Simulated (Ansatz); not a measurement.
# C2H9NSi (SMILES CN(C)[SiH3]) at HF/STO-3G

What is the electronic atomisation energy of C2H9NSi at HF/STO-3G? 

Program for the calculation: Ansatz 0.2.0.

71 further runs of the same task are left out: 71 set aside as unsound or not needed.

### Step 1. Starting point

The species is C2H9NSi (13 atoms), meant as a singlet with charge 0. SMILES: `CN(C)[SiH3]`. The coordinates come from a PBE0-D4/def2-TZVP relaxation.

Bond lengths: C1–N2 1.442 Å, N2–C3 1.442 Å, N2–Si4 1.717 Å, C1–H5 1.101 Å, C1–H6 1.097 Å, C1–H7 1.092 Å, C3–H8 1.097 Å, C3–H9 1.101 Å, C3–H10 1.092 Å, Si4–H11 1.497 Å, Si4–H12 1.487 Å, Si4–H13 1.487 Å. Some angles: C1–N2–C3 113.7°, C1–N2–Si4 120.9°, C3–N2–Si4 120.9°, N2–C1–H5 112.8°, N2–C1–H6 110.4°, N2–C1–H7 110.5°, N2–C3–H8 110.4°, N2–C3–H9 112.8°, N2–C3–H10 110.5°, N2–Si4–H11 115.3°.

### Step 2. A single-point energy at HF/STO-3G

run.yaml reads:

```yaml
crystal:
  periodic: [false, false, false]
  atoms:
    - symbol: C
      position_ang: [-0.853400, 1.051500, -0.567400]
    - symbol: "N"
      position_ang: [-0.064300, 0.101400, 0.176900]
    - symbol: C
      position_ang: [1.257300, 0.576800, 0.503700]
    - symbol: Si
      position_ang: [-0.404400, -1.580400, 0.101900]
    - symbol: H
      position_ang: [-0.416100, 1.292500, -1.548500]
    - symbol: H
      position_ang: [-0.947500, 1.991500, -0.009400]
    - symbol: H
      position_ang: [-1.860700, 0.663700, -0.735400]
    - symbol: H
      position_ang: [1.197400, 1.509100, 1.079000]
    - symbol: H
      position_ang: [1.870100, 0.778300, -0.388400]
    - symbol: H
      position_ang: [1.787100, -0.156700, 1.115700]
    - symbol: H
      position_ang: [0.068700, -2.275300, -1.137100]
    - symbol: H
      position_ang: [-1.879700, -1.752300, 0.167000]
    - symbol: H
      position_ang: [0.265600, -2.234700, 1.256700]
basis:
  gaussian:
    orbitals: STO-3G
total_charge: 0
hamiltonian:
  xc: hf
accuracy: high
output: {orbitals: {seedname: orbitals}}
```

The run is started by

```sh
ansatz run run.yaml --threads 1 --pin off --max-ram 2610MiB --events-out events.jsonl --progress --plain --runs-dir runs
```

What it wrote:

```text
Warning: RAYON_NUM_THREADS=1 ignored (pool sized by the plan → 1); use --threads N
Functional definition: HF
  name "HF"
  exchange = exact_x
  correlation = 0
704 factors; integrals over basis functions are off by at most 1.2e-8 eV
mean field evaluation 1: about -11411.1935 eV, gradient 1.6e1 eV
mean field evaluation 2: about -11411.4131 eV, gradient 1.6e1 eV
mean field evaluation 4: about -11412.4004 eV, gradient 1.2e0 eV
mean field evaluation 8: about -11412.4055 eV, gradient 2.2e-6 eV
mean field -11412.40552397 eV, -419.3981673996 hartree, gradient 1.6e-8 eV, S^2 0.000000; 0 other end points of the search recorded, 0 dependent functions left out
reference -11412.40552397 eV, -419.3981673996 hartree; 21, 21 occupied and 12, 12 virtual orbitals, 704 factors
Total energy: -11412.40552397 eV, -419.3981673996 hartree
```

It took 0.42 s on 1 thread of Arm Neoverse V1, shared host.

### Step 3. The C atom

input.yaml reads:

```yaml
crystal:
  periodic: [false, false, false]
  atoms:
    - {symbol: C, position_ang: [0.000000, 0.000000, 0.000000]}
basis:
  gaussian: {orbitals: STO-3G}
magnetization: {spin_polarized: true, initial_magnetization: 2}
hamiltonian: {xc: hf}
accuracy: high
```

Run the same way, it converges to -37.19839 Eh (log not shown).

### Step 4. The H atom, same level

run.yaml reads:

```yaml
crystal:
  periodic: [false, false, false]
  atoms:
    - {symbol: H, position_ang: [0.000000, 0.000000, 0.000000]}
basis:
  gaussian:
    orbitals: STO-3G
magnetization:
  spin_polarized: true
  initial_magnetization: 1
hamiltonian:
  xc: hf
accuracy: high
```

Run the same way, it converges to -0.46658 Eh (log not shown).

### Step 5. The N atom

input.yaml reads:

```yaml
crystal:
  periodic: [false, false, false]
  atoms:
    - {symbol: N, position_ang: [0.000000, 0.000000, 0.000000]}
basis:
  gaussian:
    orbitals: STO-3G
magnetization:
  spin_polarized: true
  initial_magnetization: 3
hamiltonian:
  xc: hf
accuracy: high
```

Run the same way, it converges to -53.71901 Eh (log not shown).

### Step 6. The Si atom, same level

job.yaml reads:

```yaml
crystal:
  periodic: [false, false, false]
  atoms:
    - {symbol: Si, position_ang: [0.000000, 0.000000, 0.000000]}
basis:
  gaussian:
    orbitals: STO-3G
magnetization:
  spin_polarized: true
  initial_magnetization: 2
hamiltonian:
  xc: hf
accuracy: high
```

Run the same way, it converges to -285.46622 Eh (log not shown).

### Step 7. Results

Level: HF/STO-3G.

| quantity | value |
| --- | --- |
| molecule: total energy | -419.39817 Eh |
| molecule: HOMO energy | -7.11 eV |
| molecule: LUMO energy | 13.39 eV |
| molecule: HOMO–LUMO gap | 20.50 eV |
| C atom: total energy | -37.19839 Eh |
| C atom: ⟨S²⟩ | 2.000 |
| H atom: total energy | -0.46658 Eh |
| H atom: ⟨S²⟩ | 0.750 |
| N atom: total energy | -53.71901 Eh |
| N atom: ⟨S²⟩ | 3.750 |
| Si atom: total energy | -285.46622 Eh |
| Si atom: ⟨S²⟩ | 2.000 |
| electronic atomisation energy | 43.999 eV |

Taking the molecule apart into free atoms costs 44.00 eV (4245 kJ/mol), before zero-point energy and without spin-orbit coupling. Hartree–Fock lacks the correlation of the bonding pairs, which as a rule makes this value much too low; in minimal bases other errors can mask that. In a minimal basis such a difference can be off by several eV, whatever the method.
